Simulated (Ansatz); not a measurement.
**B3N3H6 (borazine): PBE/def2-SVP**

What is the electronic atomisation energy of B3N3H6 (borazine) at PBE/def2-SVP? 

The calculation is run with Ansatz 0.2.0.

43 further runs of the same task are left out: 1 that didn't finish, 42 set aside as unsound or not needed.

## 1. The system as given

The species is B3N3H6 (12 atoms), meant as a singlet with charge 0. As SMILES, `B1NBNBN1`. Geometry: relaxed at PBE0-D4/def2-TZVP. This is one conformer, not always the lowest.

Bond lengths: B1–N2 1.425 Å, N2–B3 1.425 Å, B3–N4 1.425 Å, N4–B5 1.425 Å, B1–N6 1.425 Å, B5–N6 1.425 Å, B1–H7 1.197 Å, N2–H8 1.006 Å, B3–H9 1.197 Å, N4–H10 1.006 Å, B5–H11 1.197 Å, N6–H12 1.006 Å. Some angles: B1–N2–B3 122.9°, N2–B1–N6 117.1°, N2–B3–N4 117.1°, B3–N4–B5 122.9°, N4–B5–N6 117.1°, B1–N6–B5 122.9°, B1–N2–H8 118.6°, B3–N2–H8 118.6°, N2–B1–H7 121.4°, N6–B1–H7 121.4°.

## 2. A single-point energy at PBE/def2-SVP

Contents of run.yaml:

```yaml
crystal:
  periodic: [false, false, false]
  atoms:
    - symbol: B
      position_ang: [-0.725600, -1.223220, 0.253660]
    - symbol: "N"
      position_ang: [0.524170, -0.956610, 0.883320]
    - symbol: B
      position_ang: [1.265120, 0.238610, 0.655490]
    - symbol: N
      position_ang: [0.704960, 1.188460, -0.246430]
    - symbol: B
      position_ang: [-0.539530, 0.984630, -0.909140]
    - symbol: N
      position_ang: [-1.229160, -0.231820, -0.636840]
    - symbol: H
      position_ang: [-1.326890, -2.236960, 0.463830]
    - symbol: H
      position_ang: [0.899850, -1.642240, 1.516360]
    - symbol: H
      position_ang: [2.313570, 0.436330, 1.198680]
    - symbol: H
      position_ang: [1.210210, 2.040210, -0.423070]
    - symbol: H
      position_ang: [-0.986620, 1.800580, -1.662600]
    - symbol: H
      position_ang: [-2.110080, -0.397960, -1.093280]
basis:
  gaussian:
    orbitals: def2-SVP
output:
  orbitals: {seedname: orbitals}
hamiltonian:
  xc: pbe
accuracy: high
```

Command:

```sh
$ ansatz run run.yaml --threads 1 --pin off --max-ram 3480MiB --events-out events.jsonl --progress --plain --runs-dir runs
```

Output:

```text
Warning: RAYON_NUM_THREADS=1 ignored (pool sized by the plan → 1); use --threads N
Functional definition: PBE
  name "PBE"
  parameter kappa = 0.804
  parameter beta = 0.06672455060314922
  exchange = pbe_x(kappa = kappa, mu = beta*pi^2/3)
  correlation = pbe_c(beta = beta)
2856 factors; integrals over basis functions are off by at most 3.1e-9 eV
mean field evaluation 1: about -6573.5624 eV, gradient 8.7e1 eV
mean field evaluation 2: about -6528.4910 eV, gradient 1.6e2 eV
mean field evaluation 4: about -6589.4377 eV, gradient 2.6e0 eV
mean field evaluation 8: about -6589.4543 eV, gradient 2.8e-2 eV
mean field evaluation 16: about -6589.4543 eV, gradient 3.2e-6 eV
mean field -6589.45427426 eV, -242.1579780866 hartree, gradient 3.5e-8 eV, S^2 0.000000; 0 other end points of the search recorded, 0 dependent functions left out
reference -6589.45427797 eV, -242.1579782229 hartree; 21, 21 occupied and 93, 93 virtual orbitals, 2856 factors
Total energy: -6589.45427797 eV, -242.1579782229 hartree
```

Run time: 13 s. Hardware: 1 thread of Intel Xeon Platinum 8175M at 2.50GHz (Skylake/Cascade Lake), shared host; peak memory 0.4 GiB.

## 3. The B atom at the same level

Contents of run.yaml:

```yaml
crystal:
  periodic: [false, false, false]
  atoms:
    - symbol: B
      position_ang: [0.000000, 0.000000, 0.000000]
basis:
  gaussian:
    orbitals: def2-SVP
total_charge: 0
magnetization:
  spin_polarized: true
  initial_magnetization: 1
hamiltonian:
  xc: pbe
accuracy: high
```

Command:

```sh
$ ansatz run run.yaml --threads 1 --pin off --max-ram 3480MiB --events-out events.jsonl --progress --plain --runs-dir runs
```

Output:

```text
Warning: RAYON_NUM_THREADS=1 ignored (pool sized by the plan → 1); use --threads N
[... 6 set-up lines as earlier in the session ...]
92 factors; integrals over basis functions are off by at most 2.8e-9 eV
mean field evaluation 1: about -668.8255 eV, gradient 2.7e0 eV
mean field evaluation 2: about -668.8881 eV, gradient 8.7e-1 eV
mean field evaluation 4: about -668.8970 eV, gradient 2.2e-1 eV
mean field evaluation 8: about -668.8975 eV, gradient 7.7e-7 eV
mean field evaluation 16: about -668.8975 eV, gradient 3.3e-5 eV
mean field evaluation 32: about -668.8975 eV, gradient 2.5e-8 eV
mean field -668.89749813 eV, -24.5815296611 hartree, gradient 2.5e-8 eV, S^2 0.751957; 2 other end points of the search recorded, 0 dependent functions left out
reference -668.89750004 eV, -24.5815297315 hartree; 3, 2 occupied and 11, 12 virtual orbitals, 92 factors
Total energy: -668.89750004 eV, -24.5815297315 hartree
```

Wall time 0.93 s (1 thread of Intel Xeon Platinum 8175M at 2.50GHz (Skylake/Cascade Lake), shared host).

## 4. The H atom

Contents of in.yaml:

```yaml
crystal:
  periodic: [false, false, false]
  atoms:
    - symbol: H
      position_ang: [0.000000, 0.000000, 0.000000]
basis:
  gaussian:
    orbitals: def2-SVP
magnetization:
  spin_polarized: true
  initial_magnetization: 1
accuracy: high
hamiltonian:
  xc: {name: PBE}
```

Run the same way, it converges to -0.49863 Eh (log not shown).

## 5. The N atom at the same level

Contents of run.yaml:

```yaml
crystal:
  periodic: [false, false, false]
  atoms:
    - symbol: N
      position_ang: [0.000000, 0.000000, 0.000000]
basis:
  gaussian: {orbitals: def2-SVP}
magnetization: {spin_polarized: true, initial_magnetization: 3}
hamiltonian: {xc: pbe}
accuracy: high
```

Run the same way, it converges to -54.46658 Eh (log not shown).

## 6. Outcome

Level: PBE/def2-SVP.

| quantity | value |
| --- | --- |
| molecule: total energy | -242.15798 Eh |
| molecule: HOMO energy | -6.76 eV |
| molecule: LUMO energy | -0.41 eV |
| molecule: HOMO–LUMO gap | 6.35 eV |
| B atom: total energy | -24.58153 Eh |
| B atom: ⟨S²⟩ | 0.752 |
| H atom: total energy | -0.49863 Eh |
| H atom: ⟨S²⟩ | 0.750 |
| N atom: total energy | -54.46658 Eh |
| N atom: ⟨S²⟩ | 3.752 |
| electronic atomisation energy | 55.018 eV |

**Reading.** Taking the molecule apart into free atoms costs 55.02 eV (1269 kcal/mol), before zero-point energy and without spin-orbit coupling.
